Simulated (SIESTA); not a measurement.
# MgGe2 (C2/m) in SIESTA: reference runs, part 2 of 2

SIESTA 5.4.2. The steps go on from the part before.

## 6. Single point, PBE, 20.05 Å³/atom

Contents of MgGe2.fdf:

```
SystemName                      MgGe2
SystemLabel                     MgGe2
NumberOfSpecies                 2
NumberOfAtoms                   6
%block ChemicalSpeciesLabel
  1  32 Ge
  2  12 Mg
%endblock ChemicalSpeciesLabel

LatticeConstant                 1.0 Ang
%block LatticeVectors
     5.4844269371    -1.8374305521     0.0000000000
     5.4844269371     1.8374305521     0.0000000000
    -3.1960295507     0.0000000000     5.9674521542
%endblock LatticeVectors
AtomicCoordinatesFormat         Fractional
%block AtomicCoordinatesAndAtomicSpecies
     0.5292340000     0.5292340000     0.2936210000  1  Ge
     0.4707660000     0.4707660000     0.7063790000  1  Ge
     0.8803900000     0.8803900000     0.9854400000  1  Ge
     0.1196100000     0.1196100000     0.0145600000  1  Ge
     0.8152860000     0.8152860000     0.3492530000  2  Mg
     0.1847140000     0.1847140000     0.6507470000  2  Mg
%endblock AtomicCoordinatesAndAtomicSpecies

%block kgrid.MonkhorstPack
    8   0   0  0.0
    0   8   0  0.0
    0   0   5  0.0
%endblock kgrid.MonkhorstPack
XC.Functional                   GGA
XC.Authors                      PBE
PAO.BasisSize                   DZP
PAO.EnergyShift                 0.003 Ry
Mesh.Cutoff                     800 Ry
OccupationFunction              FD
ElectronicTemperature           0.05 eV
MaxSCFIterations                120
SCF.MustConverge                false
SCF.Mixer.Method                Pulay
SCF.Mixer.Weight                0.25
SCF.Mixer.History               8
SCF.DM.Tolerance                5.0e-05
SCF.H.Tolerance                 1.0e-03 eV
WriteForces                     true
Charge.Mulliken                 end
%block PAO.Basis
  Ge 4
  n=4 0 2
    5.972 0.000
  n=4 1 2
    8.196 0.000
  n=3 2 2
    3.189 0.000
  n=4 2 1
    8.196
  Mg 4
  n=2 0 2
    2.604 0.000
  n=3 0 2
    8.245 0.000
  n=2 1 2
    2.943 0.000
  n=3 1 1
    8.245
%endblock PAO.Basis
```

Potentials or basis: PseudoDojo 0.4 standard (PBE files), DZP (energy shift 0.003 Ry; two zetas on semicore shells).

On the command line:

```console
$ siesta < MgGe2.fdf > MgGe2.out 2>&1
```

Wall time 5 min (1 thread of AMD EPYC 7R13 (Zen 3), shared host); peak memory 1.2 GiB.

Results (log left out):

```yaml
Free_energy: -12952.1637 eV
Pressure: 2.3 GPa
Largest_force: 0.335 eV/Å
Band_gap_on_the_k_mesh: none (metal or under the smearing width)
```

Caveat: the basis of atomic orbitals isn't converged, which shifts pressures, moduli and gaps.

## 7. Single point, PBE, 20.86 Å³/atom

Changes to MgGe2.fdf since step 6:

```diff
@@ -11,5 +11,5 @@
 %block LatticeVectors
-     5.4844269371    -1.8374305521     0.0000000000
-     5.4844269371     1.8374305521     0.0000000000
-    -3.1960295507     0.0000000000     5.9674521542
+     5.5580521915    -1.8620969928     0.0000000000
+     5.5580521915     1.8620969928     0.0000000000
+    -3.2389343958     0.0000000000     6.0475617423
 %endblock LatticeVectors
```

On the command line:

```console
$ siesta < MgGe2.fdf > MgGe2.out 2>&1
```

Wall time 4.7 min (1 thread of AMD EPYC 7R13 (Zen 3), shared host); peak memory 1.2 GiB.

It converged, with:

```
Free energy            : -12952.1962 eV
Pressure               : 0.0 GPa
Largest force          : 0.155 eV/Å
Band gap on the k mesh : none (metal or under the smearing width)
```

Caveat: the basis of atomic orbitals isn't converged, which shifts pressures, moduli and gaps.

## 8. Single point, PBE, 21.27 Å³/atom

Changes to MgGe2.fdf since step 7:

```diff
@@ -11,5 +11,5 @@
 %block LatticeVectors
-     5.5580521915    -1.8620969928     0.0000000000
-     5.5580521915     1.8620969928     0.0000000000
-    -3.2389343958     0.0000000000     6.0475617423
+     5.5941444508    -1.8741888705     0.0000000000
+     5.5941444508     1.8741888705     0.0000000000
+    -3.2599670267     0.0000000000     6.0868327241
 %endblock LatticeVectors
```

On the command line:

```console
$ siesta < MgGe2.fdf > MgGe2.out 2>&1
```

Wall time 4.4 min (1 thread of AMD EPYC 7R13 (Zen 3), shared host); peak memory 1.2 GiB.

It converged, with:

| Quantity | Value |
| --- | --- |
| Free energy | -12952.1889 eV |
| Pressure | -0.9 GPa |
| Largest force | 0.147 eV/Å |
| Band gap on the k mesh | none (metal or under the smearing width) |

Caveat: the basis of atomic orbitals isn't converged, which shifts pressures, moduli and gaps.

## 9. Single point, PBE, 21.68 Å³/atom

Changes to MgGe2.fdf since step 8:

```diff
@@ -11,5 +11,5 @@
 %block LatticeVectors
-     5.5941444508    -1.8741888705     0.0000000000
-     5.5941444508     1.8741888705     0.0000000000
-    -3.2599670267     0.0000000000     6.0868327241
+     5.6297769048    -1.8861267011     0.0000000000
+     5.6297769048     1.8861267011     0.0000000000
+    -3.2807317077     0.0000000000     6.1256034046
 %endblock LatticeVectors
```

Potentials or basis: PseudoDojo 0.4 standard (PBE files), DZP (energy shift 0.003 Ry; two zetas on semicore shells).

On the command line:

```console
$ siesta MgGe2.fdf > MgGe2.out 2>&1
```

Wall time 4.2 min (1 thread of AMD EPYC 7R13 (Zen 3), shared host); peak memory 1.1 GiB.

The run converged. Its results:

```yaml
Free_energy: -12952.1671 eV
Pressure: -1.9 GPa
Largest_force: 0.140 eV/Å
Band_gap_on_the_k_mesh: none (metal or under the smearing width)
```

Caveat: the basis of atomic orbitals isn't converged, which shifts pressures, moduli and gaps.

## 10. Equation of state, PBE

Potentials or basis: PseudoDojo 0.4 standard (PBE files), DZP (energy shift 0.003 Ry; two zetas on semicore shells).

No new run: the results of the series are fitted here.

Results:

```yaml
Equilibrium_volume: 20.86 Å³/atom
Bulk_modulus_at_fixed_shape_and_positions: 52 GPa
Pressure_derivative_of_the_bulk_modulus: "4.1 (rough: it moves with the points fitted)"
```

Energy against volume, from the lowest point:
```
volume (Å³/atom)  energy (meV/atom)
          19.227              23.66
          19.636              12.86
          20.045               5.41
          20.454               1.28
          20.863               0.00
          21.272               1.20
          21.682               4.84
```

Caveat: the cell was scaled at fixed shape and fractional positions, which overstates the stiffness of a crystal with free parameters, most of all of layers and chains; the basis of atomic orbitals isn't converged, which shifts pressures, moduli and gaps.

## 11. Overview

| task | cell | gap on the mesh (eV) | pressure (GPa) | largest force (eV/Å) |
| --- | --- | --- | --- | --- |
| single point | as given | none | 1.0 | 0.23 |
| single point | atoms moved at random, drawn with an rms of 0.05 Å | none | 0.9 | 0.25 |
| equation of state | as given | - | - | - |

Alike in all rows: level PBE; potentials or basis PseudoDojo 0.4 standard (PBE files), DZP (energy shift 0.003 Ry; two zetas on semicore shells); no spin polarisation; k mesh 8 × 8 × 5; smearing fermi-dirac 0.05 eV; grid cutoff 800 Ry; energy shift 0.003 Ry.

Caveats: the basis of atomic orbitals isn't converged, which shifts pressures, moduli and gaps; the cell was scaled at fixed shape and fractional positions, which overstates the stiffness of a crystal with free parameters, most of all of layers and chains (some runs).

Total energies depend on the potentials used, so only differences within one code and one set of settings carry meaning.
